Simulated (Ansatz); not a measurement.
## Time against size: PBE, supercells of SiC, on 1 × GB200

All times were clocked for whole runs of Ansatz 0.2.0, start-up included, one run at a time with no other job on the machine: a node with four NVIDIA GB200 cards and 144 Grace (Neoverse V2) cores. Times and memory are rounded to two significant figures, and ratios are formed from the unrounded values. A row is a single run, so small differences between rows aren't established. System services beside the runs took up to 6 cores (rounded up). Precision is the program's default, which can work at lower precision in parts of a run. Card memory is the largest of readings taken every 0.4 s, so short peaks can be missed, and it isn't given for runs under about 3 s. It shows what a run took, which needn't be the least that it can run in: the program holds more work at once where threads and free memory allow.

The smallest member is a 2×2×1 supercell of SiC (F-43m), atoms displaced at random by about 0.04 Å along each cell vector. Its input:

```yaml
crystal:
  lattice:
    - [0.000000, 4.353994, 4.353994]
    - [4.353994, 0.000000, 4.353994]
    - [2.176997, 2.176997, 0.000000]
  atoms:
    - { symbol: Si, position: [0.140189, 0.120694, 0.255130] }
    - { symbol: C, position: [0.000952, 0.005425, -0.018217] }
    - { symbol: Si, position: [0.122306, 0.620118, 0.236038] }
    - { symbol: C, position: [-0.005482, 0.496671, -0.003726] }
    - { symbol: Si, position: [0.619110, 0.127741, 0.242887] }
    - { symbol: C, position: [0.479227, 0.007735, -0.005091] }
    - { symbol: Si, position: [0.620171, 0.626744, 0.252987] }
    - { symbol: C, position: [0.500343, 0.494449, 0.002489] }
kpoints:
  mp_grid: { grid: [1, 1, 1] }
hamiltonian:
  xc: pbe
  pseudopotentials: { azcp: { folder: soft_1 } }
scf:
  occupations: { method: fixed }
output: { forces: true }
```

The program chose a cutoff of 420 eV. The folder soft_1 holds one of the program's own sets of PAW files, generated with PBE and used with every functional where the input names it.

Command, without the flags for output files and display:

```bash
ansatz run input.yaml --backend cuda --devices 1
```

| atoms | electrons | k mesh | k points | plane waves | dense FFT grid | bands at the start | SCF iterations | threads | wall time | SCF clock | outside it | host memory (GiB) | fullest card (GiB) | remarks |
| --- | --- | --- | --- | --- | --- | --- | --- | --- | --- | --- | --- | --- | --- | --- |
| 8 | 32 | 1×1×1 | 1 | 1619 | 45×45×24 | 24 | 11 | 24 | 1.1 s | 0.10 s | 0.98 s | 1.3 |  | bands 24→20 |
| 16 | 64 | 1×1×1 | 1 | 3215 | 45×45×45 | 48 | 9 | 48 | 0.96 s | 0.11 s | 0.85 s | 1.3 |  | bands 48→37 |
| 36 | 144 | 1×1×1 | 1 | 7321 | 64×64×45 | 108 | 9 | 72 | 0.99 s | 0.13 s | 0.86 s | 1.4 |  | bands 108→88 |
| 72 | 288 | 1×1×1 | 1 | 14569 | 90×64×64 | 216 | 9 | 72 | 1.1 s | 0.18 s | 0.93 s | 1.6 |  | bands 216→184 |
| 128 | 512 | 1×1×1 | 1 | 25821 | 90×90×90 | 384 | 9 | 72 | 1.5 s | 0.31 s | 1.1 s | 1.9 |  | bands 384→334 |
| 200 | 800 | 1×1×1 | 1 | 40371 | 108×108×90 | 600 | 9 | 72 | 1.5 s | 0.46 s | 1.0 s | 2.0 |  | bands 600→526 |
| 360 | 1440 | 1×1×1 | 1 | 72623 | 125×125×108 | 1080 | 9 | 72 | 2.0 s | 0.90 s | 1.1 s | 2.3 |  | bands 1080→952 |
| 504 | 2016 | 1×1×1 | 1 | 101617 | 150×125×125 | 1512 | 9 | 72 | 2.7 s | 1.6 s | 1.1 s | 2.7 |  | bands 1512→1336 |
| 784 | 3136 | 1×1×1 | 1 | 158015 | 180×150×150 | 2352 | 9 | 72 | 5.2 s | 3.9 s | 1.2 s | 3.4 | 41 | bands 2352→2083 |

The SCF clock is the program's own. It runs from the start of the first SCF loop to the final result and holds forces, stress, later SCFs and response steps. Outside it lie start-up, exit and the set-up ahead of the first loop, which depends on the cell and the method.

Runs at Γ alone can use real arithmetic, which is cheaper than at other k points.

«bands a→b»: once the levels showed a gap the program dropped high empty bands and went on with b of the a at the start.

One k point is too coarse a mesh for the properties of small cells; the series shows cost alone.

The threads change along the series too.

Of the smallest member's 1.1 s, 0.98 s lies outside the SCF clock, so the wall time grows less with size than the clocked work: from 8 to 784 atoms the wall time changes by a factor of 4.8, and the time on the SCF clock by 38. The smallest member has under 2 s on the SCF clock, so these factors are rough.

Problem. How long does the member with 1024 atoms take (1×1×1 mesh, 1 k point, 206695 plane waves, 3072 bands)?

Solution. 8.4 s, in 9 SCF iterations, with 4.2 GiB of host memory and 69 GiB on the fullest card. Of the wall time 7.0 s is on the SCF clock and 1.4 s outside. Remarks: bands 3072→2723; real-space projectors. «real-space projectors»: the card applied the projectors on the grid points about the atoms, another method than in rows without this remark.
